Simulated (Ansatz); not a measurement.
# ClH₂NO₂W: how energies converge with the basis set

An exercise on one series of results from a longer session: the logs are not shown, and one member is left open.

Method: one geometry, several basis sets; program: Ansatz 0.2.0, Gaussian basis.

Plan: PBE0-D4/def2-SVP; ωB97M-V/def2-SVP; PBE0-D4/def2-QZVPP; ωB97M-V/def2-QZVPP; the functionals' def2-TZVPP values are taken from earlier runs.

## The geometry

All runs share one geometry, relaxed beforehand with PBE0-D4 in a triple-zeta def2 set. W takes the def2 core potential; no spin-orbit term is included.

SMILES `[NH2][W](=[O])(=[O])[Cl]`, 7 atoms, charge 0, spin multiplicity 1.

Atoms are counted from 1 here; the program's logs count them from 0.

Bond lengths: N1–W2 1.928 Å, N1–H6 1.010 Å, N1–H7 1.010 Å, W2–O3 1.702 Å, W2–O4 1.702 Å, W2–Cl5 2.277 Å. Angles: W2–N1–H6 123.4°, W2–N1–H7 123.4°, H6–N1–H7 111.6°, N1–W2–O3 107.9°, N1–W2–O4 107.9°, N1–W2–Cl5 111.2°, O3–W2–O4 110.3°, O3–W2–Cl5 109.7°, O4–W2–Cl5 109.8°.

The first run:

Input file in.yaml:

```yaml
crystal:
  periodic: [false, false, false]
  atoms:
    - {symbol: N, position_ang: [-0.681015, 0.605687, 0.796485]}
    - {symbol: W, position_ang: [0.392790, -0.406970, -0.443699]}
    - {symbol: O, position_ang: [1.646258, -1.149881, 0.436019]}
    - {symbol: O, position_ang: [-0.606333, -1.584495, -1.159366]}
    - {symbol: Cl, position_ang: [1.275813, 0.935874, -2.056178]}
    - {symbol: H, position_ang: [-1.686910, 0.670027, 0.736573]}
    - {symbol: H, position_ang: [-0.340592, 0.929758, 1.690154]}
basis:
  gaussian: {orbitals: def2-SVP}
hamiltonian: {xc: pbe0, dispersion: d4}
output: {orbitals: {seedname: orbitals}}
```

Run with:

```
> ansatz run in.yaml --threads 4 --pin off --events-out ev --progress --plain --max-ram 10444MiB
```

Among the steps run: PBE0-D4 in def2-SVP; ωB97M-V in def2-SVP; PBE0-D4 in def2-QZVPP; ωB97M-V in def2-QZVPP.

One table of the session follows, with a row left open; its other results are not shown here.

It belongs to the step «Functionals by basis». 

| functional | basis | HOMO (eV) | LUMO (eV) |
| --- | --- | --- | --- |
| PBE0-D4 | def2-SVP | -8.90 | -1.89 |
| PBE0-D4 | def2-TZVPP | -8.95 | -2.00 |
| PBE0-D4 | def2-QZVPP | -8.97 | -2.06 |
| ωB97M-V | def2-SVP | -11.14 | 0.23 |
| ωB97M-V | def2-TZVPP | -11.21 | 0.08 |
| ωB97M-V | def2-QZVPP | ? | ? |

**Question.** Estimate the row for ωB97M-V, def2-QZVPP.

The run gave: HOMO (eV): -11.24; LUMO (eV): 0.00. In the column «HOMO (eV)» it is the lowest.
